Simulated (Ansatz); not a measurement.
# AsH3 (SMILES [H][As]([H])[H]): levels of theory compared

Wanted: a comparison of 6 runs (UHF/STO-3G, PBE0/STO-3G, UB3LYP/STO-3G, r2SCAN0/STO-3G, RPA@PBE/STO-3G, MP2/STO-3G) of AsH3. 

Program for the calculation: Ansatz 0.2.0.

32 further runs of the same task are left out: 2 that didn't finish, 30 set aside as unsound or not needed.

## Step 1: The molecule

The species is AsH3 (4 atoms), meant as a singlet with charge 0. As SMILES, `[H][As]([H])[H]`. The H2–As1 distance was set to 1.870 Å, away from the relaxed value.

Bond lengths: As1–H3 1.496 Å, As1–H4 1.496 Å. Angles: H3–As1–H4 89.1°.

## Step 2: A single-point energy at UHF/STO-3G (run 1)

job.yaml

```yaml
crystal:
  periodic: [false, false, false]
  atoms:
    - {symbol: As, position_ang: [-0.309621, 0.014351, 0.871970]}
    - {symbol: H, position_ang: [1.216520, -0.029700, -0.207950]}
    - {symbol: H, position_ang: [-0.888031, 1.069891, -0.016340]}
    - {symbol: H, position_ang: [-0.934621, -1.028119, 0.000320]}
basis:
  gaussian:
    orbitals: STO-3G
magnetization:
  spin_polarized: true
  initial_magnetization: 0
hamiltonian:
  xc: hf
accuracy: high
```

The run is started by

```bash
$ ansatz run job.yaml --threads 1 --pin off --max-ram 2610MiB --events-out events.jsonl --progress --plain --runs-dir runs
```

Output:

```text
Warning: RAYON_NUM_THREADS=1 ignored (pool sized by the plan → 1); use --threads N
Functional definition: HF
  name "HF"
  exchange = exact_x
  correlation = 0
259 factors; integrals over basis functions are off by at most 6.6e-9 eV
mean field evaluation 1: about -60163.0938 eV, gradient 2.9e0 eV
mean field evaluation 2: about -60163.0987 eV, gradient 2.9e0 eV
mean field evaluation 4: about -60163.1909 eV, gradient 1.4e-1 eV
mean field evaluation 8: about -60163.1912 eV, gradient 2.7e-6 eV
mean field evaluation 16: about -60163.1701 eV, gradient 3.1e-1 eV
mean field -60163.19117357 eV, -2210.9564955530 hartree, gradient 8.5e-9 eV, S^2 0.000000; 0 other end points of the search recorded, 0 dependent functions left out
reference -60163.19117357 eV, -2210.9564955530 hartree; 18, 18 occupied and 3, 3 virtual orbitals, 259 factors
Total energy: -60163.19117357 eV, -2210.9564955530 hartree
```

Wall time 0.14 s (1 thread of Arm Neoverse V1, shared host).

## Step 3: The energy at PBE0/STO-3G (run 2)

job.yaml: that of step 2 with these lines changed.

```diff
@@ -10,7 +10,4 @@
     orbitals: STO-3G
-magnetization:
-  spin_polarized: true
-  initial_magnetization: 0
 hamiltonian:
-  xc: hf
+  xc: {name: PBE0}
 accuracy: high
```

The run is started by

```bash
$ ansatz run job.yaml --threads 1 --pin off --max-ram 2610MiB --events-out events.jsonl --progress --plain --runs-dir runs
```

Output:

```text
Warning: RAYON_NUM_THREADS=1 ignored (pool sized by the plan → 1); use --threads N
Functional definition: PBE0
  name "PBE0"
  parameter a = 0.25
  parameter kappa = 0.804
  parameter beta = 0.06672455060314922
  exchange = (1 - a)*pbe_x(kappa = kappa, mu = beta*pi^2/3) + a*exact_x
  correlation = pbe_c(beta = beta)
259 factors; integrals over basis functions are off by at most 6.6e-9 eV
mean field evaluation 1: about -60194.6654 eV, gradient 3.6e0 eV
mean field evaluation 2: about -60194.6769 eV, gradient 2.9e0 eV
mean field evaluation 4: about -60194.7233 eV, gradient 1.9e-2 eV
mean field evaluation 8: about -60194.6931 eV, gradient 6.1e-4 eV
mean field -60194.69313703 eV, -2212.1141713574 hartree, gradient 6.3e-8 eV, S^2 0.000000; 0 other end points of the search recorded, 0 dependent functions left out
reference -60194.69313823 eV, -2212.1141714016 hartree; 18, 18 occupied and 3, 3 virtual orbitals, 259 factors
Total energy: -60194.69313823 eV, -2212.1141714016 hartree
```

It took 0.8 s on 1 thread of Arm Neoverse V1, shared host.

Run 3 isn't shown in full; the table further down has it.

## Step 4: The energy at r2SCAN0/STO-3G (run 4)

molecule.yaml

```yaml
basis:
  gaussian:
    orbitals: STO-3G
crystal:
  periodic: [false, false, false]
  atoms:
    - symbol: As
      position_ang: [-0.309621, 0.014351, 0.871970]
    - symbol: H
      position_ang: [1.216520, -0.029700, -0.207950]
    - symbol: H
      position_ang: [-0.888031, 1.069891, -0.016340]
    - symbol: H
      position_ang: [-0.934621, -1.028119, 0.000320]
accuracy: high
hamiltonian:
  xc: {name: r2SCAN0}
```

The run is started by

```bash
$ ansatz run molecule.yaml --threads 1 --pin off --max-ram 2610MiB --events-out events.jsonl --progress --plain --runs-dir runs
```

Output:

```text
Warning: RAYON_NUM_THREADS=1 ignored (pool sized by the plan → 1); use --threads N
Functional definition: r2SCAN0
  name "r2SCAN0"
  parameter a = 0.25
  parameter k0 = 0.174
  parameter k1 = 0.065
  parameter a1 = 4.9479
  exchange = (1 - a)*r2scan_x(k0 = k0, k1 = k1, a1 = a1) + a*exact_x
  correlation = r2scan_c
259 factors; integrals over basis functions are off by at most 6.6e-9 eV
mean field evaluation 1: about -60204.1252 eV, gradient 3.2e0 eV
mean field evaluation 2: about -60204.1409 eV, gradient 2.4e0 eV
mean field evaluation 4: about -60204.1738 eV, gradient 2.5e-1 eV
mean field evaluation 8: about -60204.1313 eV, gradient 1.9e-4 eV
mean field -60204.13128620 eV, -2212.4610169421 hartree, gradient 1.3e-8 eV, S^2 0.000000; 0 other end points of the search recorded, 0 dependent functions left out
reference -60204.13128647 eV, -2212.4610169521 hartree; 18, 18 occupied and 3, 3 virtual orbitals, 259 factors
Total energy: -60204.13128647 eV, -2212.4610169521 hartree
```

Run time: 1.9 s. Hardware: 1 thread of Arm Neoverse V1, shared host; peak memory 0.12 GiB.

Run 5 isn't shown in full; the table further down has it.

## Step 5: A single-point energy at MP2/STO-3G (run 6)

run.yaml

```yaml
crystal:
  periodic: [false, false, false]
  atoms:
    - {symbol: As, position_ang: [-0.309621, 0.014351, 0.871970]}
    - {symbol: H, position_ang: [1.216520, -0.029700, -0.207950]}
    - {symbol: H, position_ang: [-0.888031, 1.069891, -0.016340]}
    - {symbol: H, position_ang: [-0.934621, -1.028119, 0.000320]}
basis:
  gaussian:
    orbitals: STO-3G
accuracy: high
correlation:
  method: mp2
  frozen_orbitals: {As: 9, H: 0}
```

The run is started by

```bash
$ ansatz run run.yaml --threads 1 --pin off --max-ram 2610MiB --events-out events.jsonl --progress --plain --runs-dir runs
```

Output:

```text
Warning: RAYON_NUM_THREADS=1 ignored (pool sized by the plan → 1); use --threads N
Functional definition: HF
  name "HF"
  exchange = exact_x
  correlation = 0
259 factors; integrals over basis functions are off by at most 6.6e-9 eV
mean field evaluation 1: about -60163.0938 eV, gradient 4.2e0 eV
mean field evaluation 2: about -60163.0987 eV, gradient 4.2e0 eV
mean field evaluation 4: about -60163.1909 eV, gradient 2.0e-1 eV
mean field evaluation 8: about -60163.1912 eV, gradient 3.9e-6 eV
mean field -60163.19117357 eV, -2210.9564955530 hartree, gradient 1.0e-8 eV, S^2 0.000000; 0 other end points of the search recorded, 0 dependent functions left out
9 core orbitals not correlated: weight in the atoms' cores, before any rotation towards them, 1.000 or more for the frozen orbitals, at most 0.000 for the correlated occupied ones
reference -60163.19117357 eV, -2210.9564955530 hartree; 9, 9 occupied and 3, 3 virtual orbitals, 259 factors
second order -1.30321614 eV of doubles, -0.00000000 eV of singles
Total energy: -60164.49438971 eV, -2211.0043878629 hartree
```

Run time: 0.12 s. Hardware: 1 thread of Arm Neoverse V1, shared host.

## Step 6: All runs side by side

```tsv
run	level	frozen core orbitals	energy (Eh)	wall time
1	UHF/STO-3G	–	-2210.956496	0.14 s
2	PBE0/STO-3G	–	-2212.114171	0.8 s
3	UB3LYP/STO-3G	–	-2212.327957	1.4 s
4	r2SCAN0/STO-3G	–	-2212.461017	1.9 s
5	RPA@PBE/STO-3G	9	-2211.057828	1.1 s
6	MP2/STO-3G	9	-2211.004388	0.12 s
```

## Step 7: Outcome

| quantity | value |
| --- | --- |
| run 6: total energy | -2211.00439 Eh |
| run 6: correlation energy (9 core orbitals frozen) | -47.9 mEh |

Totals of different functionals can't be ranked against each other. In runs 1, 2, 3, 4, 5, 6 the basis is minimal, so the values are rough. All runs together took 5.5 s, the longest 1.9 s.
